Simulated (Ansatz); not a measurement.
# SiO2: a line through a two-coordinate scan

One table from this session's results is given with a row withheld; the runs are named, their logs left out.

Program: Ansatz 0.2.0. Level of theory: DFT PBE, scalar-relativistic, plane waves, PAW. These are calculated values, not measurements.

42 further runs of the same task are left out: 42 set aside as unsound or not needed. Runs told in other sessions of the task aren't counted.

### The starting structure

The structure is tetragonal, space group P4_2/mnm (No. 136). The conventional cell has a = 4.236 Å, b = 4.236 Å, c = 2.690 Å, α = 90.00°, β = 90.00°, γ = 90.00°. Around Si (site symmetry mmm) lie 6 O at 1.77 to 1.84 Å. O (site symmetry m2m) is surrounded by 3 Si at 1.77 to 1.84 Å.

Structure file:

```xyz
6
Lattice="4.2359 0.0000 0.0000 0.0000 4.2359 0.0000 0.0000 0.0000 2.6898" Properties=species:S:1:pos:R:3 pbc="T T T"
Si    2.1179    2.1179    1.3449
Si    0.0000    0.0000    0.0000
O     2.9355    2.9355    0.0000
O     0.8176    3.4183    1.3449
O     1.3004    1.3004    0.0000
O     3.4183    0.8176    1.3449
```

It goes back to an entry of the Materials Project, which need not be the stable form.

This cell was relaxed beforehand with the same method: volume 8.04 Å³/atom, gap on the mesh 5.05 eV.

### Plan of the line

The energy is mapped over volume and the cell's shape.

The axes are (1) volume per atom: 9 values from 6.757 to 9.331 Å³; (2) c/a of the conventional cell: 9 values from 0.563 to 0.716.

Nothing else is relaxed (fractional coordinates fixed). Energies count from the relaxed crystal. Points are written as (first, second).

The first run:

Contents of input.yaml:

```yaml
crystal:
  lattice:
    - [3.9967865222, 0.0, 0.0]
    - [0.0, 3.9967865222, 0.0]
    - [0.0, 0.0, 2.5379511869]
  atoms:
    - { symbol: Si, position: [0.5, 0.5, 0.5] }
    - { symbol: Si, position: [0.0, 0.0, 0.0] }
    - { symbol: O, position: [0.6930127928, 0.6930127928, 0.0] }
    - { symbol: O, position: [0.1930127928, 0.8069872072, 0.5] }
    - { symbol: O, position: [0.3069872072, 0.3069872072, 0.0] }
    - { symbol: O, position: [0.8069872072, 0.1930127928, 0.5] }
basis:
  ecutwfc: 520.0
kpoints:
  mp_grid: { grid: [6, 6, 10] }
hamiltonian:
  xc: pbe
  pseudopotentials: { kind: paw, azcp: { folder: soft_1 } }
scf:
  occupations: { method: gaussian, width: 0.05 }
output:
  forces: true
  stress: true
  eigenvalues: true
```

Run with:

```
ansatz run input.yaml --threads 2 --pin off --max-ram 4096MiB --backend cpu --events-out ev --progress --plain --runs-dir out
```

Steps of the session up to this table: Grid point (6.757 Å³, 0.635); The run at (7.078 Å³, 0.635); The run at (7.400 Å³, 0.635); Grid point (7.722 Å³, 0.635); The run at (8.365 Å³, 0.635); Grid point (8.687 Å³, 0.635); Point (9.009 Å³, 0.635).

One table of the session follows, with a row left open; its other results are not shown here.

| volume per atom (Å³) | energy (meV/atom) | slope (meV/atom per Å³) | pressure (GPa) | band gap on the k-mesh (eV) | largest force on an atom (eV/Å) |
| --- | --- | --- | --- | --- | --- |
| 6.757 | 259 | −468 | 75 | 7.29 | 1.50 |
| 7.078 | 135 | −312 | 50 | 7.14 | 1.04 |
| 7.400 | ? | ? | ? | ? | ? |
| 7.722 | 13 | −83 | 13 | 5.78 | 0.30 |
| 8.044 | 0 | 0 | 0 | 5.05 | 0.00 |
| 8.365 | 11 | 67 | −11 | 4.39 | 0.26 |
| 8.687 | 42 | 122 | −20 | 3.78 | 0.49 |
| 9.009 | 89 | 166 | −27 | 3.21 | 0.69 |
| 9.331 | 148 | 202 | −32 | 2.69 | 0.86 |

Estimate the missing values for volume per atom (Å³) = 7.400.

Worked estimate for «energy (meV/atom)». A straight line through the neighbours (7.078, 135) and (7.722, 13) gives 135 + (13 − 135) × (7.400 − 7.078) / (7.722 − 7.078) = 74; a parabola fitted to 4 rows on both sides gives 55.

The run gave: energy (meV/atom): 56; slope (meV/atom per Å³): −186; pressure (GPa): 30; band gap on the k-mesh (eV): 6.56; largest force on an atom (eV/Å): 0.65. In «energy (meV/atom)» the line misses by +18 and the parabola by -1.

Energies count from the relaxed crystal. Rows without a step come from runs not printed here or follow by symmetry. Slopes come from the forces (and the stress, where the cell changes), not from differences of energies.

Of the points computed the energy is lowest at 8.044 Å³, 0 meV/atom from the zero. V·d²E/dV² there is about 300 GPa, a bulk modulus under this line's constraint. The well is lopsided: two grid steps out, the energy rises by 56 meV/atom towards smaller values and 42 meV/atom towards larger ones. The highest point computed, at 6.757 Å³, lies 259 meV/atom above the lowest.
